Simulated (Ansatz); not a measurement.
# FGeH₃Se₃: small, medium and large basis sets

One table from this session's results is given with a row withheld; the runs are named, their logs left out.

Program: Ansatz 0.2.0, Gaussian basis. Level of theory: one geometry, several basis sets. These are calculated values, not measurements.

Levels to be run: PBE0-D4/def2-SVP; ωB97M-V/def2-SVP; PBE0-D4/def2-QZVPP; ωB97M-V/def2-QZVPP; the functionals' def2-TZVPP values are taken from earlier runs.

### The relaxed structure

The geometry comes from an earlier relaxation with PBE0-D4 in a triple-zeta def2 set; it is a stationary point, not always the lowest conformer.

8 atoms, charge 0, spin multiplicity 1.

Atoms are counted from 1 here; the program's logs count them from 0.

Bond lengths: F1–Ge2 1.740 Å, Ge2–Se3 2.337 Å, Ge2–Se4 2.341 Å, Ge2–Se5 2.337 Å, Se3–H6 1.469 Å, Se4–H7 1.469 Å, Se5–H8 1.470 Å. Angles: F1–Ge2–Se3 110.4°, F1–Ge2–Se4 100.4°, F1–Ge2–Se5 108.2°, Se3–Ge2–Se4 114.8°, Se3–Ge2–Se5 106.0°, Se4–Ge2–Se5 116.7°, Ge2–Se3–H6 91.1°, Ge2–Se4–H7 91.0°, Ge2–Se5–H8 91.0°.

Geometry (Å):

| atom | x (Å) | y (Å) | z (Å) |
| --- | --- | --- | --- |
| F1 | 1.4753 | -1.4621 | -0.3489 |
| Ge2 | 0.2573 | -0.3056 | 0.1046 |
| Se3 | 0.9324 | 0.8897 | 1.9960 |
| Se4 | 0.1215 | 0.9592 | -1.8610 |
| Se5 | -1.6649 | -1.4759 | 0.7331 |
| H6 | 1.6179 | 1.8821 | 1.1579 |
| H7 | -1.0208 | 1.7136 | -1.3266 |
| H8 | -1.6267 | -2.2582 | -0.5106 |

Set-up of the first run:

File in.yaml:

```yaml
crystal:
  periodic: [false, false, false]
  atoms:
    - {symbol: F, position_ang: [1.475337, -1.462067, -0.348938]}
    - {symbol: Ge, position_ang: [0.257281, -0.305576, 0.104552]}
    - {symbol: Se, position_ang: [0.932426, 0.889734, 1.996037]}
    - {symbol: Se, position_ang: [0.121504, 0.959227, -1.861016]}
    - {symbol: Se, position_ang: [-1.664945, -1.475907, 0.733086]}
    - {symbol: H, position_ang: [1.617851, 1.882054, 1.157863]}
    - {symbol: H, position_ang: [-1.020763, 1.713554, -1.326648]}
    - {symbol: H, position_ang: [-1.626692, -2.258220, -0.510637]}
basis:
  gaussian: {orbitals: def2-SVP}
hamiltonian: {xc: pbe0, dispersion: d4}
output: {orbitals: {seedname: orbitals}}
```

Command:

```
$ ansatz run in.yaml --threads 4 --pin off --events-out ev --progress --plain --max-ram 11315MiB
```

Steps of the session up to this table: PBE0-D4 in def2-SVP; ωB97M-V in def2-SVP; PBE0-D4 in def2-QZVPP; ωB97M-V in def2-QZVPP.

One table of the session follows, with a row left open; its other results are not shown here.

It belongs to the step «Functionals by basis». 

```
functional       basis  HOMO (eV)  LUMO (eV)
   PBE0-D4    def2-SVP      -7.23      -1.69
   PBE0-D4  def2-TZVPP      -7.33      -1.87
   PBE0-D4  def2-QZVPP          ?          ?
   ωB97M-V    def2-SVP      -9.33       0.27
   ωB97M-V  def2-TZVPP      -9.44      -0.01
   ωB97M-V  def2-QZVPP      -9.46      -0.07
```

Estimate the missing values for PBE0-D4, def2-QZVPP.

The run gave: HOMO (eV): -7.34; LUMO (eV): -1.90. In the column «HOMO (eV)» it lies between ωB97M-V, def2-SVP (-9.33) and PBE0-D4, def2-TZVPP (-7.33).
